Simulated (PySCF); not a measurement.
# C3H5NOSi: the cost of one run

Programs: PySCF 2.14.0, with density-fitted response routines of our own. Each step states its level of theory. These are calculated values for one molecule in the gas phase, unless marked as measured. Atoms are numbered from 0 throughout.

## 1. The starting structure

11 atoms, charge 0, multiplicity 1; geometry from: PBE0-D3(BJ)/def2-SVP.

Bonds of the start (Å): O0–C1 1.20, C1–C2 1.50, C2–N3 1.29, N3–Si4 1.81, Si4–C5 1.90, C5–C2 1.52, C1–H6 1.12, Si4–H7 1.49, Si4–H8 1.49, C5–H9 1.10, C5–H10 1.10.

## 2. Shielding tensors: HF/pcSseg-2

The job: settings as JSON, then the geometry in Å.

```
{"job": {"kind": "nmr", "xc": "HF", "basis": "pcSseg-2", "pop": false}, "charge": 0, "multiplicity": 1}
O     -2.240594    -1.552524    -0.281908
C     -1.837197    -0.766134     0.532457
C     -0.505244    -0.090426     0.415672
N     -0.081673     0.735115     1.311529
Si     1.432950     0.939659     0.340225
C      0.467717    -0.297298    -0.730533
H     -2.413727    -0.472129     1.443950
H      2.667929     0.464405     1.025806
H      1.633482     2.320370    -0.184191
H      0.079125     0.028191    -1.707575
H      0.835736    -1.329881    -0.826935
```

With the program's defaults for keys left out, this is: GIAO HF/pcSseg-2 NMR shielding, non-relativistic, gas phase.

On the command line:

```sh
OMP_NUM_THREADS=1 python probes_run.py task.json out
```

One launch serves the whole session: the jobs run in the order shown.

**Question.** How long does this first job take on 1 thread of Arm Neoverse V1, shared host, and how much memory does it need?

About 34 s, with a peak of 1.1 GiB.
